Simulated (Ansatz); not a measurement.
# GeN₂H (doublet): the correlation ladder, cc-pVDZ

Aim: climb from Hartree-Fock through coupled cluster for GeN₂H (doublet) at one geometry and basis, and see what each rung misses.

Program: Ansatz 0.2.0, Gaussian basis. Level of theory: cc-pVDZ, core rule «outside noble gas», up to 16 orbitals frozen. These are calculated values, not measurements.

To be run: UHF; CCSD(T) on ROHF; CCSD(T) on UHF; BCCD(T) on ROHF; CISD; CCSDT(Q) on ROHF; CCSDT(Q) on UHF.

17 further runs of the same task are left out: 9 that didn't finish, 8 set aside as unsound or not needed.

## Step 1: The geometry

The geometry is a PBE0/def2-TZVP stationary point (not a proven minimum). No spin-orbit coupling is included. The filled d shell of Ge may be among the frozen orbitals whatever the setting's name suggests; the logs give the count.

4 atoms, charge 0, spin multiplicity 2.

Atoms are counted from 1 here; the program's logs count them from 0.

Bond lengths: Ge1–N2 2.064 Å, Ge1–H4 1.592 Å, N2–N3 1.103 Å. Angles: N2–Ge1–H4 83.3°, Ge1–N2–N3 171.9°.

## Step 2: UHF

The input, in.yaml:

```yaml
crystal:
  periodic: [false, false, false]
  atoms:
    - {symbol: Ge, position_ang: [0.000000, -0.031412, 0.720207]}
    - {symbol: N, position_ang: [0.000000, 0.075260, -1.340574]}
    - {symbol: N, position_ang: [0.000000, -0.024411, -2.438823]}
    - {symbol: H, position_ang: [0.000000, 1.557202, 0.616174]}
basis:
  gaussian: {orbitals: cc-pVDZ}
magnetization: {spin_polarized: true, initial_magnetization: 1}
hamiltonian: {xc: hf}
output: {orbitals: {seedname: orbitals}}
```

Run with:

```
$ ansatz run in.yaml --threads 1 --pin off --events-out ev --progress --plain --max-ram 2393MiB
```

After this run come: CCSD(T) on ROHF; CCSD(T) on UHF; BCCD(T) on ROHF; CISD; CCSDT(Q) on ROHF; CCSDT(Q) on UHF.

**Question.** What will the summary of the whole plan be? Wanted: UCCSDT(Q) below the RHF energy; RMP2 from UCCSDT(Q); UMP2 from UCCSDT(Q); RCCSD from UCCSDT(Q); RCCSD(T) from UCCSDT(Q); UCCSD(T) from UCCSDT(Q); RCCSDT(Q) from UCCSDT(Q); T1 diagnostic.

**Answer**, as computed:

```
                         quantity        value
   UCCSDT(Q) below the RHF energy  -11.5852 eV
              RMP2 from UCCSDT(Q)  +1000.1 meV
              UMP2 from UCCSDT(Q)  +1147.4 meV
             RCCSD from UCCSDT(Q)   +512.4 meV
          RCCSD(T) from UCCSDT(Q)    +76.0 meV
          UCCSD(T) from UCCSDT(Q)    +76.9 meV
         RCCSDT(Q) from UCCSDT(Q)     +2.4 meV
levels within 1 kcal/mol (43 meV)    RCCSDT(Q)
                    T1 diagnostic        0.019
```

RCCSD(T) lands +76.0 meV from the yardstick (0.7 % of the correlation energy). These misses are within one basis, not against nature; the frozen cores of restricted and unrestricted runs differ, which can shift their rows.
